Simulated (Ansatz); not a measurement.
# Sn5Se6S4: the cost of one run

Method: DFT PBE+D3(BJ), scalar-relativistic, plane waves, PAW, in Ansatz 0.2.0.

That is the level of the relaxation; later steps name their own.

### 1 Starting point

Symmetry: P1, No. 1, triclinic system. The conventional cell has a = 6.033 Å, b = 6.480 Å, c = 9.898 Å, α = 109.11°, β = 90.00°, γ = 90.00°. Around Sn (site symmetry 1) lie 4 Se at 2.63 Å and 2 S at 2.63 Å. Sn (site symmetry 1) has 3 Se at 2.63 Å and 3 S at 2.63 Å as nearest neighbours. Sn (site symmetry 1) has 3 S at 2.63 Å and 3 Se at 2.63 Å as nearest neighbours. Around Se (site symmetry 1) lie 3 Sn at 2.63 Å. Only part of the 15 independent sites is listed.

As a file:

```cif
data_structure
_symmetry_space_group_name_H-M 'P 1'
_symmetry_Int_Tables_number 1
_cell_length_a 6.0325
_cell_length_b 6.4797
_cell_length_c 9.8979
_cell_angle_alpha 109.107
_cell_angle_beta 90.000
_cell_angle_gamma 90.000
_cell_volume 365.58
loop_
_atom_site_label
_atom_site_type_symbol
_atom_site_fract_x
_atom_site_fract_y
_atom_site_fract_z
_atom_site_occupancy
Sn1 Sn 0.00000 0.80000 0.60000 1
Sn2 Sn 0.00000 0.40000 0.80000 1
Sn3 Sn 0.00000 0.60000 0.20000 1
Sn4 Sn 0.00000 0.20000 0.40000 1
Sn5 Sn 0.00000 0.00000 0.00000 1
Se1 Se 0.75000 0.46667 0.60000 1
Se2 Se 0.75000 0.06667 0.80000 1
Se3 Se 0.75000 0.26667 0.20000 1
Se4 Se 0.75000 0.86667 0.40000 1
S1 S 0.75000 0.66667 0.00000 1
Se5 Se 0.25000 0.53333 0.40000 1
S2 S 0.25000 0.13333 0.60000 1
Se6 Se 0.25000 0.33333 0.00000 1
S3 S 0.25000 0.93333 0.20000 1
S4 S 0.25000 0.73333 0.80000 1
```

(A quick probe on a coarse mesh, which set the mesh and smearing, is not shown.)

### 3 Coarse relaxation

input.yaml

```yaml
crystal:
  lattice:
    - [0.0, 0.0, -6.03254118]
    - [0.0, -6.47966977, 0.0]
    - [-9.35259771, 3.23983488, 0.0]
  atoms:
    - { symbol: Sn, position: [0.0, 0.8, 0.6] }
    - { symbol: Sn, position: [0.0, 0.4, 0.8] }
    - { symbol: Sn, position: [0.0, 0.6, 0.2] }
    - { symbol: Sn, position: [0.0, 0.2, 0.4] }
    - { symbol: Sn, position: [0.0, 0.0, 0.0] }
    - { symbol: Se, position: [0.75, 0.46666667, 0.6] }
    - { symbol: Se, position: [0.75, 0.06666667, 0.8] }
    - { symbol: Se, position: [0.75, 0.26666667, 0.2] }
    - { symbol: Se, position: [0.75, 0.86666667, 0.4] }
    - { symbol: S, position: [0.75, 0.66666667, 0.0] }
    - { symbol: Se, position: [0.25, 0.53333333, 0.4] }
    - { symbol: S, position: [0.25, 0.13333333, 0.6] }
    - { symbol: Se, position: [0.25, 0.33333333, 1.0] }
    - { symbol: S, position: [0.25, 0.93333333, 0.2] }
    - { symbol: S, position: [0.25, 0.73333333, 0.8] }
basis:
  ecutwfc: 420
kpoints:
  mp_grid: { grid: [4, 4, 4] }
hamiltonian:
  xc: pbe
  dispersion: d3bj
scf:
  occupations: { method: gaussian, width: 0.1 }
output:
  forces: true
  stress: true
  eigenvalues: true
relax:
  adjacent_minimum: "off"
  f_tol: 0.05
  max_steps: 80
  cell: { stress_tol: 0.5 }
```

Run with:

```
$ ansatz run input.yaml --threads 4 --pin off --max-ram 10240MiB --backend cpu --events-out ev --progress --plain --runs-dir out
```

**Question.** How long does this run take on 4 threads of Intel Xeon Platinum 8488C (Sapphire Rapids), shared host, and how much memory does it need?

About 3.8 min, with a peak of 1.8 GiB.
